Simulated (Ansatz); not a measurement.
# Sb7Mo3: further runs on the relaxed cell

The task here is to estimate one member of a computed series from the others.

Method: DFT PBEsol, scalar-relativistic, plane waves, PAW, in Ansatz 0.2.0.

1 further run of the same task is left out (set aside as unsound or not needed). Runs told in other sessions of the task aren't counted.

## The structure to begin with

It takes space group Im-3m (No. 229, cubic). The conventional cell has a = 9.539 Å, b = 9.539 Å, c = 9.539 Å, α = 90.00°, β = 90.00°, γ = 90.00°. Around Sb (site symmetry -4m2) lie 4 Mo at 2.82 Å. Sb (site symmetry 3m) has 3 Mo at 2.78 Å and 4 Sb at 2.94 to 3.07 Å in its first shell of neighbours. Around Mo (site symmetry 4mm) lie 8 Sb at 2.78 to 2.82 Å and 1 Mo at 3.01 Å.

Structure file:

```
Sb Mo
1.0
    -4.76954    4.76954    4.76954
     4.76954   -4.76954    4.76954
     4.76954    4.76954   -4.76954
Sb Mo
14 6
Direct
  0.75000 0.25000 0.50000
  0.50000 0.25000 0.75000
  0.50000 0.75000 0.25000
  0.25000 0.50000 0.75000
  0.75000 0.50000 0.25000
  0.25000 0.75000 0.50000
  0.32212 0.32212 0.32212
  0.00000 0.00000 0.32212
  0.32212 0.00000 0.00000
  0.00000 0.32212 0.00000
  0.67788 0.00000 0.00000
  0.00000 0.67788 0.00000
  0.00000 0.00000 0.67788
  0.67788 0.67788 0.67788
  0.34236 0.34236 0.00000
  0.00000 0.34236 0.34236
  0.00000 0.65764 0.65764
  0.65764 0.00000 0.65764
  0.34236 0.00000 0.34236
  0.65764 0.65764 0.00000
```

It goes back to an entry of the Materials Project.

This cell was relaxed beforehand with the same method: volume 21.70 Å³/atom, gap on the mesh none (metal).

The first run:

Contents of input.yaml:

```yaml
crystal:
  lattice:
    - [-4.7213635155, 4.7213635155, 4.7213635155]
    - [4.7213635155, -4.7213635155, 4.7213635155]
    - [4.7213635155, 4.7213635155, -4.7213635155]
  atoms:
    - { symbol: Sb, position: [0.75, 0.25, 0.5] }
    - { symbol: Sb, position: [0.5, 0.25, 0.75] }
    - { symbol: Sb, position: [0.5, 0.75, 0.25] }
    - { symbol: Sb, position: [0.25, 0.5, 0.75] }
    - { symbol: Sb, position: [0.75, 0.5, 0.25] }
    - { symbol: Sb, position: [0.25, 0.75, 0.5] }
    - { symbol: Sb, position: [0.3221152329, 0.3221152329, 0.3221152329] }
    - { symbol: Sb, position: [0.0, 0.0, 0.3221152329] }
    - { symbol: Sb, position: [0.3221152329, 0.0, 0.0] }
    - { symbol: Sb, position: [0.0, 0.3221152329, 0.0] }
    - { symbol: Sb, position: [0.6778847671, 0.0, 0.0] }
    - { symbol: Sb, position: [0.0, 0.6778847671, 0.0] }
    - { symbol: Sb, position: [0.0, 0.0, 0.6778847671] }
    - { symbol: Sb, position: [0.6778847671, 0.6778847671, 0.6778847671] }
    - { symbol: Mo, position: [0.342358782, 0.342358782, 0.0] }
    - { symbol: Mo, position: [0.0, 0.342358782, 0.342358782] }
    - { symbol: Mo, position: [0.0, 0.657641218, 0.657641218] }
    - { symbol: Mo, position: [0.657641218, 0.0, 0.657641218] }
    - { symbol: Mo, position: [0.342358782, 0.0, 0.342358782] }
    - { symbol: Mo, position: [0.657641218, 0.657641218, 0.0] }
basis:
  ecutwfc: 420
kpoints:
  mp_grid: { grid: [6, 6, 6] }
hamiltonian:
  xc: pbesol
scf:
  occupations: { method: gaussian, width: 0.1 }
output:
  forces: true
  stress: true
  eigenvalues: true
relax:
  adjacent_minimum: "off"
  f_tol: 0.01
  max_steps: 30
```

Started as:

```sh
> ansatz run input.yaml --threads 8 --pin off --max-ram 22528MiB --backend cpu --events-out ev --progress --plain --runs-dir out
```

Among the steps run: The cell scaled to 0.97 of its volume; The cell scaled to 1.03 of its volume; Point at V/V0 = 0.94; The cell scaled to 1.06 of its volume; Volume × 0.91; Point at V/V0 = 1.10; Point at V/V0 = 0.88.

One table of the session follows, with a row left open; its other results are not shown here.

It belongs to the step «Fit of the equation of state». 

```
volume (Å³/atom)  energy above the lowest point (meV/atom)  pressure (GPa)
          19.096                                     150.5           20.88
          19.747                                      79.5           14.25
          20.398                                      33.2            8.67
          21.049                                         ?               ?
          21.700                                       0.0            0.01
          22.351                                       6.9           -3.32
          23.002                                      26.2           -6.11
          23.870                                      67.8           -9.14
```

**Question.** Estimate the row for volume (Å³/atom) = 21.049.

Worked estimate for «energy above the lowest point (meV/atom)». A straight line through the neighbours (20.398, 33.2) and (21.700, 0.0) gives 33.2 + (0.0 − 33.2) × (21.049 − 20.398) / (21.700 − 20.398) = 16.6; a parabola fitted to 4 rows on both sides gives 7.7.

The run gave: energy above the lowest point (meV/atom): 7.9; pressure (GPa): 3.96. In «energy above the lowest point (meV/atom)» the line misses by +8.7 and the parabola by -0.2.

Caveats from the session: Warnings in the runs' records: stress scf threshold loose.
